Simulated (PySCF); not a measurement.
# C₆H₁₂BNO: geometry, NMR shifts, electronic excitations and core binding energies

What NMR shifts, electronic excitations and core binding energies should C₆H₁₂BNO (`CC#CCB(N)OCC`) show?

Programs: PySCF 2.14.0, with density-fitted response routines of our own. Each step states its level of theory. These are calculated values for one molecule in the gas phase, unless marked as measured. Atoms are numbered from 0 throughout.

## Step 1: Starting geometry

21 atoms, charge 0, multiplicity 1; geometry from: GFN2-xTB. The atoms were then displaced at random by about 0.01 Å, so the start is not that level's minimum.

Bonds of the start (Å): C0–C1 1.46, C1–C2 1.21, C2–C3 1.40, C3–B4 1.63, B4–N5 1.41, B4–O6 1.34, O6–C7 1.40, C7–C8 1.52, C0–H9 1.12, C0–H10 1.07, C0–H11 1.07, C3–H12 1.11, C3–H13 1.09, N5–H14 1.00, N5–H15 1.01, C7–H16 1.10, C7–H17 1.11, C8–H18 1.10, C8–H19 1.07, C8–H20 1.09.

## Step 2: Geometry optimisation at PBE0-D3(BJ)/def2-SVP

What the job is given:

```
{"job": {"xc": "PBE0", "basis": "def2-SVP", "d3": "d3bj", "grid": 1, "shake": 0.01, "kind": "geom"}, "charge": 0, "multiplicity": 1}
C      4.306730     0.900350     0.407250
C      3.079780     0.229870    -0.026750
C      2.083600    -0.350120    -0.401570
C      0.926520    -1.022230    -0.812160
B     -0.421730    -0.562210    -0.015860
N     -0.297440     0.347660     1.059560
O     -1.582650    -1.099250    -0.425870
C     -2.832970    -0.799210     0.130860
C     -3.414990     0.519060    -0.367610
H      4.028700     1.896920     0.833890
H      4.947630     1.073200    -0.434840
H      4.812120     0.342230     1.169330
H      0.717910    -0.846160    -1.888180
H      1.015610    -2.098750    -0.674470
H     -1.054130     0.675840     1.627110
H      0.605760     0.702140     1.352010
H     -2.780960    -0.766380     1.230020
H     -3.521330    -1.624690    -0.139350
H     -3.513720     0.459820    -1.466340
H     -2.769280     1.340860    -0.133440
H     -4.406350     0.703320     0.040890
```

Run with:

```sh
$ OMP_NUM_THREADS=1 python probes_run.py task.json out
```

This one command runs all jobs of the session in turn.

**Question.** This job is followed by: GIAO PBE0/pcSseg-1 NMR shielding, non-relativistic, gas phase; TDDFT wB97X-D/def2-SVPD, vertical, gas phase, core orbitals frozen in the response; GIAO PBE/pcSseg-1 NMR shielding, non-relativistic, gas phase; delta-SCF UKS SCAN, pcX-2 on the ionised atom, pcseg-1 elsewhere, spin-free X2C. What will the session give for the following? point group; rotational constants (main isotopes); 13C shifts against TMS (PBE0/pcSseg-1); 1H shifts against TMS (PBE0/pcSseg-1, means over atoms taken as alike); 11B shifts against BF3·OEt2 (PBE0/pcSseg-1); 15N shifts against NH3 (PBE0/pcSseg-1); 17O shifts against H2O (PBE0/pcSseg-1); lowest singlet (wB97X-D/def2-SVPD); brightest single state of those computed; lowest triplet; vertical ionisation energy (ΔSCF); C1s binding energies, SCAN/pcX-2; B1s binding energies, SCAN/pcX-2; N1s binding energies, SCAN/pcX-2; O1s binding energies, SCAN/pcX-2; range of the shift of O6.

The runs gave:

| quantity | value |
| --- | --- |
| point group | C1 |
| rotational constants (main isotopes) | 4.76, 0.59, 0.56 GHz |
| 13C shifts against TMS (PBE0/pcSseg-1) | 85.2, 78.4, 60.7, 18.1, 8.1, 4.8 ppm |
| 1H shifts against TMS (PBE0/pcSseg-1, means over atoms taken as alike) | 3.74, 3.10, 1.82, 1.56, 1.15 ppm |
| 11B shifts against BF3·OEt2 (PBE0/pcSseg-1) | 29.5 ppm |
| 15N shifts against NH3 (PBE0/pcSseg-1) | 74.2 ppm |
| 17O shifts against H2O (PBE0/pcSseg-1) | 117.5 ppm |
| lowest singlet (wB97X-D/def2-SVPD) | 6.55 eV (189 nm), f = 0.000 |
| brightest single state of those computed | state 6, 7.21 eV, f = 0.033 |
| lowest triplet | 5.49 eV |
| vertical ionisation energy (ΔSCF) | 8.98 eV |
| C1s binding energies, SCAN/pcX-2 | C7 292.17, C0 291.30, C8 290.74, C3 290.32, C2 289.72, C1 289.61 eV |
| B1s binding energies, SCAN/pcX-2 | B4 195.96 eV |
| N1s binding energies, SCAN/pcX-2 | N5 404.71 eV |
| O1s binding energies, SCAN/pcX-2 | O6 537.97 eV |
| range of the shift of O6 | 117.5 to 133.7 ppm |

**Reading.** Over 5 steps the energy fell by 0.181 eV; of the close pairs, C2–C3 changed most, 1.400 to 1.453 Å. At PBE0/pcSseg-1: The largest span, 267 ppm, is at C2, where the paramagnetic term is -165 ppm. The lowest singlet, at 6.55 eV, is HOMO→LUMO+5 0.52, HOMO−1→LUMO+6 0.17 and is dark; of the 10 states computed, the strongest absorption comes from state 6 at 7.21 eV. The lowest triplet lies 1.06 eV below the lowest singlet (triplets in Tamm-Dancoff, singlets in full TDDFT). ΔSCF puts the ionisation energy at 8.98 eV, 0.26 eV above −ε(HOMO). C7 (sp3 CH2 bonded to O) binds its C1s electron 2.57 eV more tightly than C1 (alkyne carbon). In ppm, O6 moves most: its shift spreads over 16.2 ppm, from 117.5 (PBE0/pcSseg-1) to 133.7 (PBE/pcSseg-1).
